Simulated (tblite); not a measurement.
# C5H10O2Si: the cost of one run

The runs use tblite 0.8.0 and PySCF 2.14.0, with density-fitted response routines of our own; the level of theory stands in each step. All values are computed, except where a source is named. Atoms are numbered from 0 throughout.

**1. The starting structure**

18 atoms, charge 0, multiplicity 1; geometry from: force field or distance geometry start.

Bonds of the start (Å): O0–C1 1.22, C1–C2 1.49, C2–Si3 1.84, C2–C4 1.52, C4–C5 1.50, C5–C6 1.49, C6–O7 1.39, C5–C2 1.51, C1–H8 1.07, Si3–H9 1.48, Si3–H10 1.46, Si3–H11 1.47, C4–H12 1.11, C4–H13 1.10, C5–H14 1.12, C6–H15 1.10, C6–H16 1.12, O7–H17 0.98.

**2. Geometry optimisation with GFN2-xTB**

What the job is given:

```
{"job": {"kind": "relax", "xc": "GFN2-xTB", "basis": "xTB"}, "charge": 0, "multiplicity": 1}
O      1.621100     2.210800    -0.654300
C      0.725200     1.742400     0.036500
C      0.663200     0.259100     0.132100
Si     2.142500    -0.658600    -0.471300
C     -0.091100    -0.203600     1.365300
C     -0.628400    -0.506300    -0.000500
C     -1.865000     0.108100    -0.565200
O     -2.941000    -0.773300    -0.579700
H      0.058800     2.392900     0.571900
H      2.144100    -2.080200    -0.060100
H      3.323900     0.037900     0.042000
H      2.186900    -0.613200    -1.943400
H     -0.627400     0.548800     1.980300
H      0.498900    -0.931800     1.947200
H     -0.556600    -1.596100    -0.260600
H     -2.087600     1.094900    -0.143900
H     -1.637100     0.280500    -1.652100
H     -2.939200    -1.305800     0.244100
```

Launch:

```sh
$ OMP_NUM_THREADS=1 python probes_run.py task.json out
```

One launch serves the whole session: the jobs run in the order shown.

**Question.** How long does this first job take on 1 thread of Arm Neoverse N1, shared host, and how much memory does it need?

About 1.1 s, with a peak of 0.18 GiB.
